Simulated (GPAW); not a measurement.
Runs of GPAW 26.7.0 on NbSi. The structure is cubic, space group Fm-3m (No. 225). Conventional cell: a = 5.148 Å, b = 5.148 Å, c = 5.148 Å, α = 90.00°, β = 90.00°, γ = 90.00°. Around Nb (site symmetry m-3m) lie 6 Si at 2.57 Å. Si (site symmetry m-3m) is surrounded by 6 Nb at 2.57 Å. The cell was built by a generator and needn't be a form met in nature.

| level | potentials or basis | eigensolver | gap on the mesh (eV) | pressure (GPa) | relaxed volume (Å³/atom) |
| --- | --- | --- | --- | --- | --- |
| SCAN | GPAW PAW data sets (gpaw-data 1.2.1), pw | - | none | 0.0 | 16.77 |
| RPBE | the program's PAW data sets (release 1.2.1) made for this functional, pw | - | none | 0.0 | (b) |
| BLYP | PAW data sets generated in the run's folder for this functional, pw | davidson | none | 0.2 | (a) |
| AM05 | PAW data sets generated in the run's folder for this functional, pw | - | none | 0.1 | 16.45 |
| LDA | the program's PAW data sets (release 1.2.1) made for this functional, pw | - | none | 0.0 | 16.24 |
| PW91 | PAW data sets generated in the run's folder for this functional, pw | - | none | 0.1 | - |
| revPBE | the program's PAW data sets (release 1.2.1) made for this functional, pw | - | none | 0.0 | 17.25 |

Alike in all rows: task relaxation of cell and atoms; no spin polarisation; cell relaxed; k mesh 8 × 8 × 8; cutoff (eV) 600; smearing fermi-dirac 0.05 eV.

Problem. Estimate the missing entries.

Solution. (a) 17.79; (b) 17.33.

Caveats: later steps reuse the first step's grids; the PAW data sets were made with another functional, which shifts forces and pressure a little (some runs); the relaxation stopped at its first step, so nothing moved (some runs).

A k mesh can miss the band edges, and the runs leave out spin-orbit coupling on Nb.

A gap of «none» marks a metal or a gap under the smearing width.

Runs at the PBE level aren't shown here.
